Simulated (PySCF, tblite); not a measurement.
**C₆H₁₃ClGeO: geometry, infrared bands and NMR shifts**

Aim: predict the infrared bands and NMR shifts of C₆H₁₃ClGeO (`CO[C@@H]1CC[CH2][Ge@@H]([Cl])[CH2]1`).

The runs use tblite 0.8.0 and PySCF 2.14.0, with density-fitted response routines of our own; the level of theory stands in each step. All values are computed, except where a source is named. Atoms are numbered from 0 throughout.

## (1) The starting structure

22 atoms, charge 0, multiplicity 1; geometry from: force field or distance geometry start.

Bonds of the start (Å): C0–O1 1.36, O1–C2 1.38, C2–C3 1.50, C3–C4 1.50, C4–C5 1.52, C5–Ge6 1.96, Ge6–Cl7 2.18, Ge6–C8 1.97, C8–C2 1.53, C0–H9 1.13, C0–H10 1.09, C0–H11 1.12, C2–H12 1.12, C3–H13 1.13, C3–H14 1.11, C4–H15 1.11, C4–H16 1.12, C5–H17 1.11, C5–H18 1.09, Ge6–H19 1.54, C8–H20 1.10, C8–H21 1.09.

## (2) Optimising the geometry with GFN2-xTB

Job settings and geometry (Å):

```
{"job": {"kind": "relax", "xc": "GFN2-xTB", "basis": "xTB"}, "charge": 0, "multiplicity": 1}
C     -2.928400     0.384400    -0.111700
O     -2.067900    -0.631500     0.169000
C     -0.732000    -0.305100     0.152700
C      0.088300    -1.019100    -0.882300
C      1.138500    -0.055300    -1.363800
C      2.322300    -0.028600    -0.403100
Ge     1.558100     0.711500     1.244700
Cl     0.841800     2.716000     0.786200
C     -0.043100    -0.397000     1.516500
H     -3.975100    -0.030600    -0.044800
H     -2.785600     1.198000     0.606600
H     -2.819400     0.762200    -1.162600
H     -0.670300     0.780700    -0.105900
H      0.617400    -1.882300    -0.390400
H     -0.540800    -1.427100    -1.696400
H      0.677800     0.953300    -1.446100
H      1.498800    -0.399300    -2.370100
H      2.545700    -1.097500    -0.201200
H      3.169700     0.551300    -0.770900
H      2.521000     0.675600     2.440600
H     -0.687900    -0.010600     2.318100
H      0.260500    -1.429600     1.714000
```

On the command line:

```sh
$ OMP_NUM_THREADS=1 python probes_run.py task.json out
```

One launch serves the whole session: the jobs run in the order shown.

Output:

```text
step      E/eV     max force
  0    -817.33835    2.187
  1    -817.54575    0.690
  2    -817.60305    0.564
  3    -817.67319    0.515
  4    -817.71216    0.484
  5    -817.74465    0.353
  6    -817.76964    0.375
  7    -817.79421    0.452
  8    -817.81491    0.405
  9    -817.83190    0.292
 10    -817.84701    0.240
 11    -817.86341    0.319
 12    -817.88088    0.397
 13    -817.89672    0.361
 14    -817.90904    0.241
 15    -817.91851    0.214
 16    -817.92674    0.212
 17    -817.93410    0.202
 18    -817.94059    0.187
 19    -817.94720    0.204
 20    -817.95451    0.201
 21    -817.96142    0.178
 22    -817.96657    0.151
 23    -817.97009    0.115
 24    -817.97278    0.106
 25    -817.97521    0.110
 26    -817.97738    0.105
 27    -817.97919    0.096
 28    -817.98081    0.094
 29    -817.98247    0.104
 30    -817.98423    0.122
 31    -817.98615    0.116
 32    -817.98827    0.109
 33    -817.99040    0.114
 34    -817.99222    0.087
 35    -817.99373    0.099
 36    -817.99525    0.094
 37    -817.99712    0.102
 38    -817.99936    0.135
 39    -818.00147    0.132
 40    -818.00307    0.089
 41    -818.00446    0.095
 42    -818.00601    0.103
 43    -818.00767    0.134
 44    -818.00913    0.113
 45    -818.01028    0.077
 46    -818.01133    0.069
 47    -818.01237    0.080
 48    -818.01337    0.093
 49    -818.01426    0.070
 50    -818.01514    0.064
 51    -818.01610    0.063
 52    -818.01719    0.084
 53    -818.01828    0.086
 54    -818.01920    0.075
 55    -818.01994    0.064
 56    -818.02057    0.080
 57    -818.02115    0.080
 58    -818.02171    0.062
 59    -818.02217    0.051
 60    -818.02248    0.036
 61    -818.02266    0.028
 62    -818.02279    0.029
 63    -818.02291    0.022
 64    -818.02300    0.021
 65    -818.02308    0.019
 66    -818.02314    0.019
 67    -818.02320    0.019
 68    -818.02325    0.014
 69    -818.02330    0.013
 70    -818.02333    0.018
 71    -818.02337    0.014
 72    -818.02340    0.015
 73    -818.02344    0.018
 74    -818.02348    0.015
 75    -818.02351    0.012
 76    -818.02355    0.014
 77    -818.02359    0.016
 78    -818.02364    0.020
 79    -818.02369    0.021
 80    -818.02373    0.016
 81    -818.02377    0.014
 82    -818.02381    0.018
 83    -818.02386    0.019
 84    -818.02393    0.022
 85    -818.02400    0.019
 86    -818.02408    0.020
 87    -818.02418    0.022
 88    -818.02430    0.028
 89    -818.02444    0.029
 90    -818.02464    0.027
 91    -818.02491    0.038
 92    -818.02530    0.046
 93    -818.02579    0.053
 94    -818.02632    0.056
 95    -818.02693    0.055
 96    -818.02747    0.089
 97    -818.02795    0.097
 98    -818.02882    0.048
 99    -818.02959    0.056
100    -818.03110    0.071
101    -818.03274    0.111
102    -818.03452    0.098
103    -818.03682    0.080
104    -818.03790    0.160
105    -818.03826    0.130
106    -818.04015    0.081
107    -818.04124    0.086
108    -818.04251    0.090
109    -818.04347    0.072
110    -818.04448    0.052
111    -818.04509    0.073
112    -818.04530    0.070
113    -818.04585    0.047
114    -818.04632    0.049
115    -818.04713    0.063
116    -818.04743    0.049
117    -818.04767    0.032
118    -818.04793    0.035
119    -818.04844    0.036
120    -818.04906    0.051
121    -818.04988    0.077
122    -818.05084    0.085
123    -818.05191    0.080
124    -818.05300    0.068
125    -818.05398    0.060
126    -818.05474    0.053
127    -818.05537    0.051
128    -818.05598    0.053
129    -818.05663    0.042
130    -818.05714    0.044
131    -818.05751    0.052
132    -818.05781    0.047
133    -818.05811    0.036
134    -818.05842    0.031
135    -818.05869    0.036
136    -818.05891    0.030
137    -818.05912    0.030
138    -818.05934    0.029
139    -818.05955    0.025
140    -818.05970    0.020
141    -818.05979    0.018
142    -818.05986    0.019
143    -818.05995    0.020
144    -818.06007    0.022
145    -818.06019    0.027
146    -818.06028    0.033
147    -818.06038    0.031
148    -818.06048    0.023
149    -818.06059    0.021
150    -818.06068    0.020
151    -818.06074    0.020
152    -818.06080    0.020
153    -818.06089    0.020
154    -818.06100    0.023
155    -818.06111    0.021
156    -818.06120    0.024
157    -818.06128    0.017
158    -818.06135    0.021
159    -818.06142    0.020
160    -818.06151    0.024
161    -818.06162    0.027
162    -818.06176    0.028
163    -818.06191    0.029
164    -818.06202    0.025
165    -818.06211    0.020
166    -818.06218    0.019
167    -818.06227    0.019
168    -818.06233    0.017
169    -818.06241    0.016
170    -818.06247    0.014
171    -818.06251    0.012
172    -818.06254    0.015
173    -818.06257    0.014
174    -818.06259    0.009
```

It took 4.8 s on 1 thread of AMD EPYC, shared host; peak memory 0.18 GiB.

Step by step: (not every step is listed)

```csv
step,energy from step 0 (eV),largest force (eV/Å)
0,0.0000,2.1869
1,-0.2074,0.6903
2,-0.2647,0.5639
3,-0.3348,0.5149
4,-0.3738,0.4838
5,-0.4063,0.3525
6,-0.4313,0.3754
7,-0.4559,0.4519
8,-0.4766,0.4048
24,-0.6344,0.1063
40,-0.6647,0.0894
56,-0.6822,0.0802
72,-0.6851,0.0151
88,-0.6860,0.0277
104,-0.6996,0.1597
120,-0.7107,0.0509
136,-0.7206,0.0304
152,-0.7224,0.0195
168,-0.7240,0.0168
169,-0.7241,0.0157
170,-0.7241,0.0144
171,-0.7242,0.0124
172,-0.7242,0.0153
173,-0.7242,0.0140
174,-0.7242,0.0088
```

Close pairs (by a distance rule), those that changed most:

```csv
bond,before (Å),after (Å),change (Å)
Ge6–Cl7,2.177,2.119,-0.058
O1–C2,1.375,1.420,+0.044
C0–O1,1.361,1.403,+0.042
C0–H9,1.128,1.089,-0.039
C3–H13,1.126,1.092,-0.034
C2–C3,1.501,1.532,+0.031
C4–H16,1.123,1.093,-0.029
C5–Ge6,1.961,1.990,+0.029
```

The next job starts from the end point, and lists it.

## (3) Infrared spectrum with GFN2-xTB

Job settings and geometry (Å):

```
{"job": {"kind": "ir", "xc": "GFN2-xTB", "basis": "xTB"}, "charge": 0, "multiplicity": 1}
C     -3.122157     0.094742     0.250813
O     -2.059054    -0.697703    -0.207171
C     -0.779498    -0.086245    -0.143169
C      0.135366    -0.907087    -1.057736
C      1.419823    -0.182220    -1.457210
C      2.443256    -0.113688    -0.325238
Ge     1.589847     0.726691     1.263905
Cl     1.474400     2.822702     0.971760
C     -0.252082    -0.016505     1.291199
H     -4.034237    -0.439549    -0.009329
H     -3.093811     0.242086     1.336711
H     -3.123312     1.077062    -0.238800
H     -0.856947     0.939704    -0.546355
H      0.374735    -1.850764    -0.563304
H     -0.441327    -1.140611    -1.954758
H      1.171206     0.831431    -1.783856
H      1.865226    -0.700404    -2.310846
H      2.769227    -1.120579    -0.063969
H      3.323426     0.441256    -0.650925
H      2.344328     0.523824     2.578139
H     -0.911500     0.596780     1.906057
H     -0.247325    -1.021537     1.713232
```

Output:

```text
mode    cm-1     km/mol
  1      52.6      1.63
  2      61.7      4.18
  3      82.8      0.83
  4     143.6      1.51
  5     153.2      1.72
  6     190.5      1.06
  7     242.5      3.02
  8     255.9     15.15
  9     282.1      5.19
 10     306.9      5.80
 11     363.6     40.50
 12     414.4      5.43
 13     465.9      5.59
 14     477.9      7.90
 15     536.9      3.06
 16     594.6     64.98
 17     632.3    159.05
 18     673.3     92.64
 19     729.2     38.95
 20     770.7    115.63
 21     860.3      1.37
 22     898.7     30.29
 23     955.5      9.42
 24     983.0     29.56
 25     990.9     29.11
 26    1039.8      0.53
 27    1085.0     34.81
 28    1102.6     89.08
 29    1120.1      2.20
 30    1132.6      5.89
 31    1147.5      5.49
 32    1169.9      9.58
 33    1192.5     31.88
 34    1199.2      3.30
 35    1230.2      6.17
 36    1270.7      4.43
 37    1305.1      5.32
 38    1330.7     16.41
 39    1347.4      3.31
 40    1350.5      9.92
 41    1408.2      0.21
 42    1449.0      3.17
 43    1450.2      2.56
 44    1473.6      4.58
 45    1483.9      3.22
 46    1491.6      5.38
 47    1492.4      3.13
 48    1793.6    463.31
 49    2801.3     75.36
 50    2894.5     53.09
 51    2918.6     41.93
 52    2947.5     46.96
 53    2961.9     14.75
 54    2967.5     28.26
 55    2969.4     28.42
 56    2977.1     44.94
 57    2980.3     39.78
 58    2982.9     51.84
 59    2992.2     38.88
 60    3021.8     25.54
```

Wall time 3.5 s (1 thread of AMD EPYC, shared host); peak memory 0.18 GiB.

Which atoms move in the most intense modes:

```csv
cm⁻¹,km/mol,atoms
595,65.0,"H19 60 %, C8 12 %"
632,159.1,H19 81 %
673,92.6,"C8 46 %, H19 19 %, H21 10 %"
771,115.6,"H20 16 %, C8 15 %, H18 13 %, H21 13 %"
1103,89.1,"O1 46 %, C0 26 %, C2 12 %"
1794,463.3,H19 99 %
2801,75.4,H12 93 %
2894,53.1,"H11 66 %, H10 26 %"
```

## (4) NMR shieldings: PBE0/pcSseg-1

Same as in step 3 but for these lines:

```diff
@@ -1,2 +1,2 @@
-{"job": {"kind": "ir", "xc": "GFN2-xTB", "basis": "xTB"}, "charge": 0, "multiplicity": 1}
+{"job": {"kind": "nmr", "xc": "PBE0", "basis": "pcSseg-1"}, "charge": 0, "multiplicity": 1}
 C     -3.122157     0.094742     0.250813
```

With the program's defaults for keys left out, this is: GIAO PBE0/pcSseg-1 NMR shielding, non-relativistic, gas phase.

Output:

```text
coarse grid: 82128 points
cycle   1  E = -2847.7369298870  dE =  3.222e-01  |g| = 1.089e+00  |ddm| = 4.193e+00
cycle   2  E = -2847.6198446183  dE =  1.171e-01  |g| = 1.328e+00  |ddm| = 1.810e+00
cycle   3  E = -2847.8744086450  dE = -2.546e-01  |g| = 1.713e-01  |ddm| = 1.260e+00
cycle   4  E = -2847.8788789110  dE = -4.470e-03  |g| = 7.377e-02  |ddm| = 1.779e-01
cycle   5  E = -2847.8797116493  dE = -8.327e-04  |g| = 1.002e-02  |ddm| = 6.045e-02
cycle   6  E = -2847.8797324744  dE = -2.083e-05  |g| = 3.140e-03  |ddm| = 1.252e-02
cycle   7  E = -2847.8797346664  dE = -2.192e-06  |g| = 7.601e-04  |ddm| = 3.206e-03
final grid: 173080 points
cycle   8  E = -2847.8797404272  dE = -5.209e-08  |g| = 8.900e-04  |ddm| = 2.734e-03
cycle   9  E = -2847.8797402878  dE =  1.393e-07  |g| = 1.169e-03  |ddm| = 1.881e-03
cycle  10  E = -2847.8797406215  dE = -3.336e-07  |g| = 6.735e-05  |ddm| = 1.081e-03
cycle  11  E = -2847.8797406224  dE = -9.745e-10  |g| = 1.678e-05  |ddm| = 7.075e-05
converged SCF energy = -2847.8797406224

GIAO shielding tensors (ppm)
atom      isotropic    diamagn.    paramagn.     s11        s22        s33       span
  0 C      129.661     243.706    -114.045     93.112    112.602    183.268     90.156
  1 O      275.378     397.341    -121.964    240.026    254.755    331.352     91.326
  2 C      104.033     246.699    -142.666     72.523     86.710    152.866     80.343
  3 C      144.831     247.259    -102.428    134.802    143.108    156.585     21.783
  4 C      161.011     248.086     -87.075    152.428    159.542    171.062     18.635
  5 C      163.177     250.845     -87.668    158.762    164.064    166.704      7.942
  6 Ge    1294.228    2754.538   -1460.310   1165.951   1304.753   1411.980    246.030
  7 Cl    1017.165    1148.913    -131.747    952.486   1025.593   1073.417    120.931
  8 C      158.856     252.189     -93.332    143.384    164.034    169.152     25.768
  9 H       27.888      27.635       0.253     23.469     25.305     34.890     11.420
 10 H       28.002      29.406      -1.404     23.364     26.368     34.272     10.908
 11 H       28.700      29.303      -0.603     25.298     25.826     34.976      9.677
 12 H       28.428      33.916      -5.488     24.786     28.817     31.680      6.894
 13 H       30.593      32.390      -1.797     27.387     29.603     34.790      7.403
 14 H       29.617      31.804      -2.187     24.132     29.257     35.463     11.331
 15 H       29.937      31.553      -1.616     26.877     28.632     34.302      7.425
 16 H       29.582      29.485       0.098     23.055     27.915     37.776     14.721
 17 H       30.821      30.338       0.483     26.277     28.232     37.953     11.675
 18 H       30.323      28.740       1.583     25.583     27.785     37.600     12.016
 19 H       25.956      27.423      -1.467     18.410     21.156     38.303     19.894
 20 H       29.555      31.918      -2.362     24.010     29.469     35.187     11.177
 21 H       30.943      32.021      -1.078     27.062     28.777     36.989      9.927
```

It took 2.3 min on 1 thread of AMD EPYC, shared host; peak memory 1.1 GiB.

Shifts follow as δ = σ(reference) − σ, with reference shieldings (ppm) from runs at the same level and on the same kind of geometry: ¹H TMS 31.72, ¹³C TMS 186.9, ¹⁷O H2O 336.1, ⁷³Ge GeMe4 1331, ³⁵Cl HCl 950. The references are single molecules in the gas phase, so shifts against H2O, NH3, PH3, H3PO4 or CFCl3 are not on the usual liquid scales and can be off by tens of ppm. Atoms listed in one row are averaged.

```csv
atoms,environment,σ (ppm),δ (ppm)
C2,sp3 CH bonded to O,104.0,82.9
C0,methyl carbon bonded to O,129.7,57.3
C3,sp3 CH2 in a ring,144.8,42.1
C8,sp3 CH2 bonded to Ge,158.9,28.1
C4,sp3 CH2 in a ring,161.0,25.9
C5,sp3 CH2 bonded to Ge,163.2,23.7
H19,"hydrogen on a germanium bonded to 2 C, Cl, in a 6-membered ring",25.96,5.76
"H9, H10, H11",hydrogen on a methyl carbon bonded to O,28.20,3.52
H12,hydrogen on an sp3 CH bonded to O,28.43,3.29
H20,hydrogen on an sp3 CH2 bonded to Ge,29.56,2.16
H16,hydrogen on an sp3 CH2 in a ring,29.58,2.13
H14,hydrogen on an sp3 CH2 in a ring,29.62,2.10
H15,hydrogen on an sp3 CH2 in a ring,29.94,1.78
H18,hydrogen on an sp3 CH2 bonded to Ge,30.32,1.39
H13,hydrogen on an sp3 CH2 in a ring,30.59,1.12
H17,hydrogen on an sp3 CH2 bonded to Ge,30.82,0.90
H21,hydrogen on an sp3 CH2 bonded to Ge,30.94,0.77
O1,ether oxygen,275.4,60.7
Ge6,"germanium bonded to 2 C, Cl, H, in a 6-membered ring",1294,37
Cl7,chlorine bonded to Ge,1017,-67
```

The run also stored atomic charges by several schemes (e):

```csv
atoms,Mulliken,IAO,Hirshfeld,ESP fit
C0,-0.02,-0.20,-0.04,-0.11
O1,-0.52,-0.40,-0.14,-0.41
C2,0.03,0.10,0.04,0.41
C3,-0.17,-0.26,-0.08,-0.31
C4,-0.23,-0.25,-0.07,0.15
C5,-0.46,-0.50,-0.15,-0.30
Ge6,0.63,0.80,0.39,0.35
Cl7,-0.35,-0.33,-0.17,-0.23
C8,-0.42,-0.52,-0.16,-0.50
```

Mayer bond orders: C0–O1 0.94, O1–C2 0.89, C2–C3 1.00, C3–C4 1.03, C4–C5 1.01, C5–Ge6 0.96, Ge6–Cl7 0.94, Ge6–C8 0.95, C8–C2 0.99.

Ring of atoms C2, C3, C4, C5, Ge6, C8: NICS(0) -2.9, NICS(1) -2.4, NICS(1)zz 4.1 ppm (means of both faces).

## (5) Outcome

| quantity | value |
| --- | --- |
| strongest single infrared mode (GFN2-xTB) | 1794 cm⁻¹, 463 km/mol |
| zero-point energy (GFN2-xTB) | 110.9 kcal/mol |
| ¹³C shifts against TMS (PBE0/pcSseg-1) | 82.9, 57.3, 42.1, 28.1, 25.9, 23.7 ppm |
| ¹H shifts against TMS (PBE0/pcSseg-1, means over atoms taken as alike) | 5.76, 3.52, 3.29, 2.16, 2.13, 2.10, 1.78, 1.39, 1.12, 0.90, 0.77 ppm |
| ¹⁷O shifts against H2O (PBE0/pcSseg-1) | 60.7 ppm |
| ⁷³Ge shifts against GeMe4 (PBE0/pcSseg-1) | 37 ppm |
| ³⁵Cl shifts against HCl (PBE0/pcSseg-1) | -67 ppm |

What this shows: Over 174 steps the energy fell by 0.724 eV; of the close pairs, Ge6–Cl7 changed most, 2.177 to 2.119 Å. All 60 modes are real, so the xTB geometry is a minimum. The strongest single mode, at 1794 cm⁻¹, moves mainly H19. GFN2-xTB is a fitted tight-binding method: band positions and strengths are rough. Its intensities can rank the bands wrongly. At PBE0/pcSseg-1: The largest span, 246 ppm, is at Ge6, where the paramagnetic term is -1460 ppm. Spin-orbit coupling is left out, which matters for shieldings and couplings at and beside the heavy atoms.
